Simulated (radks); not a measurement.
# Ionising ruthenium step by step, Ru¹⁷⁺ to Ru²⁰⁺

The task here is to estimate one member of a computed series from the others.

The numbers are computed with radks (a radial shooting solver on a logarithmic mesh, Libxc functionals) version 1 (scalar-relativistic Kohn-Sham, LDA (Slater exchange, Perdew-Wang correlation), spin-polarised, spherical densities, point nucleus; open shells are filled with parallel spins first), except any that are marked as measured or tabulated.

## The atom as given

```
element             : ruthenium (Z = 44)
charges             : 17 to 20
first configuration : [Ar] 3d9
last configuration  : [Ar] 3d6
```

Outer shells as boxes (Hund's rule):

Ru¹⁷⁺
```
[Ar] core
3d [↑↓][↑↓][↑↓][↑↓][↑ ]
```

Ru²⁰⁺
```
[Ar] core
3d [↑↓][↑ ][↑ ][↑ ][↑ ]
```

The first run:

Input:

```text
Z 44
configuration [Ar] 3d9 4s0 4p0
relativity scalar-relativistic
functional lda,pw
spin polarised
nucleus point
c 137.035999084
```

Steps of the session up to this table: Ru¹⁷⁺, [Ar] 3d9.

One table of the session follows, with a row left open; its other results are not shown here.

It belongs to the step «Ru¹⁷⁺, [Ar] 3d9». From the orbitals of this run (lengths in bohr):

| level | <r> | outermost maximum (interpolated) | 90 % within | nodes |
| --- | --- | --- | --- | --- |
| 3p up | 0.3923 | 0.350 | 0.589 | 1 |
| 3p down | 0.3926 | 0.350 | 0.589 | 1 |
| 3d up | 0.3663 | 0.293 | 0.576 | 0 |
| 3d down | 0.3668 | 0.293 | 0.577 | 0 |
| 4s up | 0.8441 | 0.816 | 1.20 | 3 |
| 4s down | 0.8451 | 0.817 | 1.20 | 3 |
| 4p up | ? | ? | ? | ? |
| 4p down | 0.8731 | 0.843 | 1.25 | 2 |

Q: Estimate the row for 4p up from the others.

**Answer.** <r>: 0.8718; outermost maximum (interpolated): 0.841; 90 % within: 1.25; nodes: 2. In the column «<r>» it lies between 4s down (0.8451) and 4p down (0.8731).

Caveats from the session: Open shells are spherical and high-spin; term and fine-structure splittings are not resolved.
